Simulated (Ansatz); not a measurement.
# GeH− (singlet): the correlation ladder at distance Ge1–H2 = 1.288 Å, aug-cc-pVDZ

Aim: climb from Hartree-Fock through coupled cluster and multireference methods for GeH− (singlet) at one geometry and basis, and see what each rung misses.

Program: Ansatz 0.2.0, Gaussian basis. Level of theory: aug-cc-pVDZ, core rule «outside noble gas», up to 14 orbitals frozen. These are calculated values, not measurements.

The runs, in order: UHF; CCSD(T) on RHF; CCSD(T) on UHF; BCCD(T) on RHF; CISD; CCSDT(Q) on RHF; CCSDT(Q) on UHF; CASSCF and MRCISD+Q, 2 electrons in 2 orbitals; CASSCF and NEVPT2, 2 electrons in 2 orbitals; CASSCF and MRCISD+Q, 6 electrons in 5 orbitals; CASSCF and NEVPT2, 6 electrons in 5 orbitals; Full CI.

21 further runs of the same task are left out: 4 for a known fault of the program, 14 that didn't finish, 3 set aside as unsound or not needed.

### Step 1. What is computed

The geometry derives from a PBE0/def2-TZVPD stationary point (not a proven minimum). One bond is set to the value named and the two fragments are kept rigid. No spin-orbit coupling is included. The filled d shell of Ge may be among the frozen orbitals whatever the setting's name suggests; the logs give the count.

2 atoms, charge -1, spin multiplicity 1.

Atoms are counted from 1 here; the program's logs count them from 0.

Bond lengths: Ge1–H2 1.288 Å.

As a file:

| atom | x (Å) | y (Å) | z (Å) |
| --- | --- | --- | --- |
| Ge1 | 0.00000 | 0.00000 | 0.00000 |
| H2 | 0.00000 | 0.00000 | 1.28800 |

### Step 2. UHF

Contents of in.yaml:

```yaml
crystal:
  periodic: [false, false, false]
  atoms:
    - {symbol: Ge, position_ang: [0.000000, 0.000000, 0.000000]}
    - {symbol: H, position_ang: [0.000000, 0.000000, 1.288000]}
basis:
  gaussian: {orbitals: aug-cc-pVDZ}
total_charge: -1
magnetization: {spin_polarized: true, initial_magnetization: 0}
hamiltonian: {xc: hf}
output: {orbitals: {seedname: orbitals}}
```

Run with:

```console
$ ansatz run in.yaml --threads 1 --pin off --events-out ev --progress --plain --max-ram 2393MiB
```

After this run come: CCSD(T) on RHF; CCSD(T) on UHF; BCCD(T) on RHF; CISD; CCSDT(Q) on RHF; CCSDT(Q) on UHF; CASSCF and MRCISD+Q, 2 electrons in 2 orbitals; CASSCF and NEVPT2, 2 electrons in 2 orbitals; CASSCF and MRCISD+Q, 6 electrons in 5 orbitals; CASSCF and NEVPT2, 6 electrons in 5 orbitals; Full CI.

**Question.** What will the summary of the whole plan be? Wanted: FCI below the RHF energy; RMP2 from FCI; RCCSD from FCI; RCCSD(T) from FCI; RCCSDT(Q) from FCI; T1 diagnostic; effectively unpaired electrons.

The runs gave:

| quantity | value |
| --- | --- |
| FCI below the RHF energy | -3.3189 eV |
| RMP2 from FCI | +942.2 meV |
| RCCSD from FCI | +269.0 meV |
| RCCSD(T) from FCI | +151.3 meV |
| RCCSDT(Q) from FCI | -7.7 meV |
| levels within 1 kcal/mol (43 meV) | RCCSDT, RCCSDT(Q) |
| T1 diagnostic | 0.012 |
| effectively unpaired electrons | 2.04 |

What this shows: RCCSD(T) misses by +151.3 meV, 4.6 % of the correlation energy. RCCSDT(Q) falls below full CI, which methods that aren't variational can do. With 2.0 effectively unpaired electrons against 0 the state is strongly multireference. These misses are within one basis, not against nature.
